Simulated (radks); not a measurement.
# Cd³⁺ in [Ar] 3d10 4s2 4p5 4d9 5p1: an all-electron calculation

One table from this session's results is given with a row withheld; the runs are named, their logs left out.

Method: scalar-relativistic Kohn-Sham, exchange-only r2SCAN, spin-unpolarised, spherical densities, finite nucleus. Code: radks (a radial shooting solver on a logarithmic mesh, Libxc functionals) version 1.

### What is computed

* element: cadmium (Z = 48)
* charge: +3
* electrons: 45
* configuration: [Ar] 3d10 4s2 4p5 4d9 5p1
* nuclear rms radius: 4.6087 fm

Outer shells as boxes (Hund's rule):

Cd³⁺
```
[Ar] core
3d [↑↓][↑↓][↑↓][↑↓][↑↓]
4s [↑↓]
4p [↑↓][↑↓][↑ ]
4d [↑↓][↑↓][↑↓][↑↓][↑ ]
5p [↑ ][  ][  ]
```

Set-up of the first run:

The run's settings:

```text
Z 48
configuration [Ar] 3d10 4s2 4p5 4d9 5p1
relativity scalar-relativistic
functional r2scan,
spin unpolarised
nucleus finite rms 4.6087 fm
c 137.035999084
```

The run is started by

```console
python run_ks.py task.json out
```

All runs below come from this command, one after another.

One of the session's tables, all rows but one given; the rest of the session is left out.

It belongs to the step «Shells». Sizes of the orbitals, from the radial functions (bohr):

```
level      <r>  outermost maximum (interpolated)  90 % within  nodes
   1s  0.03040                            0.0197       0.0546      0
   2s   0.1316                             0.111        0.203      1
   2p   0.1149                            0.0890        0.187      0
   3s   0.3573                             0.323        0.526      2
   3p        ?                                 ?            ?      ?
   3d   0.3345                             0.266        0.528      0
   4s   0.8730                             0.795         1.26      3
   4p   0.9435                             0.841         1.38      2
   4d    1.152                             0.952         1.77      1
   5p    2.624                              2.34         3.79      3
```

Estimate the missing values for 3p.

As computed: <r>: 0.3563; outermost maximum (interpolated): 0.317; 90 % within: 0.535; nodes: 1. In the column «<r>» it lies between 3d (0.3345) and 3s (0.3573).
